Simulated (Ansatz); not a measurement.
# FHO₂SW: a ladder of functionals and wavefunction methods

One table from this session's results is given with a row withheld; the runs are named, their logs left out.

Computed with Ansatz 0.2.0, Gaussian basis. Level: functionals in def2-TZVPP, the program's frozen cores in correlated methods.

The runs, in order: LDA (SPW92), PBE-D4, revPBE-D4, BLYP-D4, r2SCAN-D4, B97M-V, PBE0-D4, B3LYP-D4, r2SCANh-D4, r2SCAN0-D4, HSE06-D4, BHLYP-D4, CAM-B3LYP-D4, LC-ωPBE, ωB97X-V, ωB97M-V, B2PLYP, PBE-QIDH; CCSD(T)/def2-SVP; CCSD(T)/def2-TZVPP; MP2/def2-QZVPP; extrapolation to the limit; RPA on PBE.

### The geometry

All runs share one geometry, relaxed beforehand with PBE0-D4 in a triple-zeta def2 set. W takes the def2 core potential; no spin-orbit term is included.

SMILES `[O]=[W]([OH])([F])=[S]`, 6 atoms, charge 0, spin multiplicity 1.

Atoms are counted from 1 here; the program's logs count them from 0.

Bond lengths: O1–W2 1.693 Å, W2–O3 1.865 Å, W2–F4 1.852 Å, W2–S5 2.128 Å, O3–H6 0.961 Å. Angles: O1–W2–O3 107.7°, O1–W2–F4 109.4°, O1–W2–S5 108.8°, O3–W2–F4 111.5°, O3–W2–S5 109.7°, F4–W2–S5 109.7°, W2–O3–H6 125.2°.

The first run:

File in.yaml:

```yaml
crystal:
  periodic: [false, false, false]
  atoms:
    - {symbol: O, position_ang: [1.012166, -1.220182, -1.189740]}
    - {symbol: W, position_ang: [0.396853, -0.206929, 0.018650]}
    - {symbol: O, position_ang: [-0.889136, 0.892936, -0.765461]}
    - {symbol: F, position_ang: [1.779083, 0.783121, 0.753964]}
    - {symbol: S, position_ang: [-0.506829, -1.407355, 1.525042]}
    - {symbol: H, position_ang: [-1.750038, 1.094408, -0.388557]}
basis:
  gaussian: {orbitals: def2-TZVPP}
hamiltonian: {xc: lda}
output: {orbitals: {seedname: orbitals}}
```

Among the steps run: LDA; PBE-D4 (GGA); revPBE-D4 (GGA); BLYP-D4 (GGA); r2SCAN-D4 (meta-GGA); B97M-V (meta-GGA); PBE0-D4 (hybrid); B3LYP-D4 (hybrid); r2SCANh-D4 (hybrid); r2SCAN0-D4 (hybrid); HSE06-D4 (hybrid); BHLYP-D4 (hybrid); CAM-B3LYP-D4 (range-separated); LC-ωPBE-D4 (range-separated; the results give it without D4); ωB97X-V (range-separated); ωB97M-V (range-separated); B2PLYP (double hybrid); PBE-QIDH (double hybrid).

One table of the session follows, with a row left open; its other results are not shown here.

It belongs to the step «Orbital energies across the functionals». 

```
  functional  HOMO (eV)  LUMO (eV)  gap (eV)
 LDA (SPW92)      -6.96      -3.53      3.43
      PBE-D4      -6.77      -3.31      3.45
   revPBE-D4      -6.69      -3.23      3.46
     BLYP-D4      -6.61      -3.20      3.41
   r2SCAN-D4      -7.08      -3.27      3.80
      B97M-V      -7.11      -3.19      3.92
     PBE0-D4      -8.03      -2.62      5.42
    B3LYP-D4      -7.79      -2.81      4.98
  r2SCANh-D4      -7.54      -3.01      4.54
  r2SCAN0-D4      -8.24      -2.59      5.65
    HSE06-D4      -7.64      -2.99      4.64
    BHLYP-D4      -9.15      -1.76      7.38
CAM-B3LYP-D4      -9.31      -1.56      7.75
     LC-ωPBE     -10.61      -0.46     10.15
     ωB97X-V          ?          ?         ?
     ωB97M-V     -10.13      -0.53      9.59
```

**Question.** Estimate the row for ωB97X-V.

As computed: HOMO (eV): -10.27; LUMO (eV): -0.51; gap (eV): 9.76. In the column «HOMO (eV)» it lies between LC-ωPBE (-10.61) and ωB97M-V (-10.13).
